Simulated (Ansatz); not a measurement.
**BH2O2F (SMILES OB(O)F): CAM-B3LYP/def2-SVPD**

Aim: the vertical ionisation energy of BH2O2F at CAM-B3LYP/def2-SVPD, from 2 runs. 

The calculation is run with Ansatz 0.2.0.

57 further runs of the same task are left out: 57 set aside as unsound or not needed.

## 1. The structure to begin with

BH2O2F: 6 atoms, total charge 0, spin state singlet. As SMILES, `OB(O)F`. Geometry: relaxed at PBE0-D4/def2-TZVP. This is one conformer, not always the lowest.

Bond lengths: O1–B2 1.360 Å, B2–O3 1.352 Å, B2–F4 1.333 Å, O1–H5 0.960 Å, O3–H6 0.960 Å. Angles: O1–B2–O3 121.6°, O1–B2–F4 120.5°, O3–B2–F4 117.9°, B2–O1–H5 113.1°, B2–O3–H6 112.5°.

## 2. A single-point energy at CAM-B3LYP/def2-SVPD

File in.yaml:

```yaml
crystal:
  periodic: [false, false, false]
  atoms:
    - {symbol: O, position_ang: [-0.477500, 0.971000, -0.208400]}
    - {symbol: B, position_ang: [-0.023800, -0.307500, -0.106500]}
    - {symbol: O, position_ang: [0.989400, -0.635200, 0.726100]}
    - {symbol: F, position_ang: [-0.573100, -1.280600, -0.833200]}
    - {symbol: H, position_ang: [-1.198900, 1.066100, -0.834300]}
    - {symbol: H, position_ang: [1.326000, 0.122200, 1.210000]}
basis:
  gaussian:
    orbitals: def2-SVPD
hamiltonian:
  xc: {name: CAM-B3LYP}
accuracy: high
output:
  orbitals: {seedname: orbitals}
```

On the command line:

```console
$ ansatz run in.yaml --threads 1 --pin off --max-ram 3480MiB --events-out events.jsonl --progress --plain --runs-dir runs
```

Standard output:

```text
Warning: RAYON_NUM_THREADS=1 ignored (pool sized by the plan → 1); use --threads N
Functional definition: CAM-B3LYP
  name "CAM-B3LYP"
  parameter alpha = 0.19
  parameter beta = 0.46
  parameter omega = 0.33/bohr
  parameter ac = 0.81
  exchange = (1 - alpha - beta)*b88_x + beta*b88_x_sr(omega) + alpha*exact_x + beta*exact_x_lr(omega)
  correlation = (1 - ac)*vwn5_c + ac*lyp_c
2074 factors; integrals over basis functions are off by at most 3.5e-9 eV
474 factors; integrals over basis functions are off by at most 1.6e-9 eV
mean field evaluation 1: about -7510.5192 eV, gradient 6.4e1 eV
mean field evaluation 2: about -7507.8000 eV, gradient 7.7e1 eV
mean field evaluation 4: about -7517.2177 eV, gradient 2.3e0 eV
mean field evaluation 8: about -7517.2234 eV, gradient 6.4e-2 eV
mean field evaluation 16: about -7517.2234 eV, gradient 4.0e-6 eV
mean field -7517.22338344 eV, -276.2528639844 hartree, gradient 7.5e-9 eV, S^2 0.000000; 0 other end points of the search recorded, 0 dependent functions left out
reference -7517.22340093 eV, -276.2528646272 hartree; 16, 16 occupied and 89, 89 virtual orbitals, 2074 factors
Total energy: -7517.22340093 eV, -276.2528646272 hartree
```

Run time: 13 s. Hardware: 1 thread of Arm Neoverse N1, shared host; peak memory 0.35 GiB.

## 3. The doublet cation at the same level

in.yaml, as its differences from that of step 2:

```diff
@@ -12,2 +12,6 @@
     orbitals: def2-SVPD
+total_charge: 1
+magnetization:
+  spin_polarized: true
+  initial_magnetization: 1
 hamiltonian:
@@ -15,3 +19,2 @@
 accuracy: high
-output:
-  orbitals: {seedname: orbitals}
+output: {orbitals: {seedname: orbitals}}
```

On the command line:

```console
$ ansatz run in.yaml --threads 1 --pin off --max-ram 3480MiB --events-out events.jsonl --progress --plain --runs-dir runs
```

Standard output, shortened:

```text
Warning: RAYON_NUM_THREADS=1 ignored (pool sized by the plan → 1); use --threads N
[... 2 set-up lines as earlier in the session ...]
[...]
2074 factors; integrals over basis functions are off by at most 3.5e-9 eV
474 factors; integrals over basis functions are off by at most 1.6e-9 eV
[...]
mean field -7504.40862687 eV, -275.7819303667 hartree, gradient 6.8e-8 eV, S^2 0.771249; 4 other end points of the search recorded, 0 dependent functions left out
reference -7504.40864508 eV, -275.7819310356 hartree; 16, 15 occupied and 89, 90 virtual orbitals, 2074 factors
Total energy: -7504.40864508 eV, -275.7819310356 hartree
```

Wall time 28 s (1 thread of Arm Neoverse N1, shared host); peak memory 0.48 GiB.

## 4. What came out

At CAM-B3LYP/def2-SVPD:

| quantity | value |
| --- | --- |
| singlet BH2O2F: total energy | -276.25286 Eh |
| singlet BH2O2F: HOMO energy | -11.42 eV |
| singlet BH2O2F: LUMO energy | 0.34 eV |
| singlet BH2O2F: HOMO–LUMO gap | 11.76 eV |
| doublet cation: total energy | -275.78193 Eh |
| doublet cation: HOMO energy (highest over α and β) | -19.16 eV |
| doublet cation: LUMO energy (lowest over α and β) | -14.26 eV |
| doublet cation: ⟨S²⟩ | 0.771 |
| vertical ionisation energy (to the doublet cation) | 12.815 eV |

The vertical ionisation energy comes to 12.81 eV (296 kcal/mol). −ε(HOMO) before ionisation, 11.42 eV, is 1.40 eV below this ionisation energy.
